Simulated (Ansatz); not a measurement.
# CHBGa+ (triplet): the correlation ladder, cc-pVDZ

The task here is to estimate one member of a computed series from the others.

Method: cc-pVDZ, core rule «outside noble gas», up to 16 orbitals frozen; program: Ansatz 0.2.0, Gaussian basis.

Plan: UHF; CCSD(T) on ROHF; CCSD(T) on UHF; BCCD(T) on ROHF; CISD; CCSDT(Q) on ROHF; CCSDT(Q) on UHF; CASSCF and NEVPT2, 10 electrons in 10 orbitals.

25 further runs of the same task are left out: 2 for a known fault of the program, 13 that didn't finish, 10 set aside as unsound or not needed.

### What is computed

The geometry is a PBE0/def2-TZVP stationary point (not a proven minimum) of the parent state, kept for this charge and spin. No spin-orbit coupling is included. The filled d shell of Ga may be among the frozen orbitals whatever the setting's name suggests; the logs give the count.

4 atoms, charge 1, spin multiplicity 3.

Atoms are counted from 1 here; the program's logs count them from 0.

Bond lengths: B1–C2 1.411 Å, B1–Ga3 2.288 Å, C2–Ga3 1.922 Å, C2–H4 1.081 Å. Angles: C2–B1–Ga3 56.9°, B1–C2–Ga3 85.2°, B1–C2–H4 145.5°, Ga3–C2–H4 129.3°, B1–Ga3–C2 37.9°.

Set-up of the first run:

The input, in.yaml:

```yaml
crystal:
  periodic: [false, false, false]
  atoms:
    - {symbol: B, position_ang: [0.000000, -0.842273, 1.613915]}
    - {symbol: C, position_ang: [0.000000, 0.542660, 1.341522]}
    - {symbol: Ga, position_ang: [0.000000, 0.014935, -0.506930]}
    - {symbol: H, position_ang: [0.000000, 1.534624, 1.769961]}
basis:
  gaussian: {orbitals: cc-pVDZ}
total_charge: 1
magnetization: {spin_polarized: true, initial_magnetization: 2}
hamiltonian: {xc: hf}
output: {orbitals: {seedname: orbitals}}
```

The run is started by

```
ansatz run in.yaml --threads 1 --pin off --events-out ev --progress --plain --max-ram 2393MiB
```

Steps of the session up to this table: UHF; CCSD(T) on ROHF; CCSD(T) on UHF; BCCD(T) on ROHF; CISD; CCSDT(Q) on ROHF; CCSDT(Q) on UHF; CASSCF and NEVPT2, 10 electrons in 10 orbitals.

One of the session's tables, all rows but one given; the rest of the session is left out.

| method | from UCCSDT(Q) (meV) |
| --- | --- |
| ROHF | +6761.0 |
| UHF | +6585.5 |
| RMP2 | +979.0 |
| UMP2 | +1018.9 |
| RCCSD | ? |
| UCCSD | +385.9 |
| RCCSD(T) | +69.7 |
| UCCSD(T) | +65.5 |
| BCCD(T) | +69.8 |
| RCCSDT | +37.3 |
| UCCSDT | +28.2 |
| RCCSDT(Q) | +10.3 |
| UCCSDT(Q) | 0 |
| CASSCF frontier | +3966.2 |
| NEVPT2 frontier | +1129.9 |

Estimate the missing values for RCCSD.

As computed: from UCCSDT(Q) (meV): +403.2. In the column «from UCCSDT(Q) (meV)» it lies between UCCSD (+385.9) and RMP2 (+979.0).

Not comparable, so not listed: CISD (they don't share determinant, frozen orbitals or solution with the rows shown, or repeat one).

Limits of these values: Restricted and unrestricted rows rest on different reference determinants; where their highest levels disagree by more than a few hundredths of an eV, they describe different states and don't form one ladder.
